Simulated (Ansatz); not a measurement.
From input file to script: GaFe, space group P-6m2 in Ansatz 0.2.0.

```yaml
crystal:
  lattice:
    - [2.748131, 0.0, 0.0]
    - [-1.374065, 2.379951, 0.0]
    - [0.0, 0.0, 4.030782]
  atoms:
    - { symbol: Ga, position: [0.0, 0.0, 0.5] }
    - { symbol: Fe, position: [0.6666666666666666, 0.3333333333333333, 0.0] }
kpoints:
  mp_grid:
    grid: [11, 11, 6]
hamiltonian:
  xc: pbesol
magnetization:
  spin_polarized: true
  per_species:
    Fe: 3.5
scf:
  convergence:
    dr2_threshold: 1.0e-10
  occupations:
    method: fermi_dirac
    width: 0.1
output:
  eigenstates:
    nscf_kmesh:
      grid: [8, 8, 5]
    exchange_couplings:
      magnetic:
        - { species: Fe }
```

The script, `gafe.py`:
```python
"""Pair couplings between the moments of GaFe."""

import warnings

import ansatz as az
import numpy as np


def main() -> None:
    warnings.simplefilter("ignore", az.DeckWarning)

    lattice = az.Lattice.of(
        (2.748131, 0.0, 0.0),
        (-1.374065, 2.379951, 0.0),
        (0.0, 0.0, 4.030782),
    )
    sites = [
        ("Ga", (0.0, 0.0, 0.5)),
        ("Fe", (2 / 3, 1 / 3, 0.0)),
    ]
    system = az.Crystal(lattice=lattice)
    for symbol, position in sites:
        system = system.atom(symbol, position)
    system = system.moments(Fe=3.5)

    base = system.calculation()
    base = base.functional("pbesol")
    base = base.kpoints(length=26).occupations(az.OccupationsMethod.FERMI_DIRAC, width=0.1)
    base = base.spin("collinear")
    base = base.scf(tolerance=1e-10).eigenstates(nscf_kmesh=(8, 8, 5))
    base = base.exchange_couplings(magnetic=["Fe"])
    couplings = base.run(threads=1).exchange_couplings().to_plain()
    for atom in couplings["atoms"]:
        print(atom["site"]["symbol"], atom["role"], "moment", round(atom["moment_mub"], 3), "muB")
    shells = {}
    for pair in couplings["pairs"]:
        key = (pair["site"], pair["partner"], round(float(np.linalg.norm(pair["displacement_ang"])), 2))
        shells.setdefault(key, []).append(1000 * pair["coupling_ev"])
    print("site partner distance (A)  count  mean J (meV)")
    for (i, j, d), values in sorted(shells.items(), key=lambda item: item[0][2])[:8]:
        print(f"{i:4d} {j:7d} {d:12.2f} {len(values):6d} {np.mean(values):13.3f}")
    print("mean-field order:", couplings["mean_field_order"])


if __name__ == "__main__":
    main()
```

```console
$ python gafe.py
Ga relaxed moment -0.01 muB
Fe magnetic moment 1.974 muB
site partner distance (A)  count  mean J (meV)
   1       1         2.75      6        17.871
   1       1         4.03      2        -6.690
   1       1         4.76      6         0.115
   1       1         4.88     12         0.908
   1       1         5.50      6         0.346
   1       1         6.24     12        -0.679
   1       1         6.82     12         0.125
   1       1         7.27     12         0.337
mean-field order: {'temperature_k': 910.437851600802, 'q_frac': [0.0, 0.0, 0.2]}
```

Other magnetic orders than the one started from may lie lower. For a metal this k-point mesh is coarse: on a finer one energies can move by several to tens of meV an atom and pressures by half a GPa or more, differences at one mesh by less. The structure comes from a database of computed cells and needn't be a stable or known phase. The couplings are those of E = -sum over i != j of J_ij e_i.e_j for unit vectors, so J > 0 favours parallel moments. Couplings oscillate with the k-mesh and hold for small turns from this magnetic state; mean-field temperatures overestimate ordering, and where the couplings favour a wavevector other than zero the state started from isn't the stable order. Hardware and time: 39 s on 1 thread of Arm Neoverse V2 (shared host), peak memory 0.87 GiB.

(Lines on the test bed's own set-up are left out of the output.)
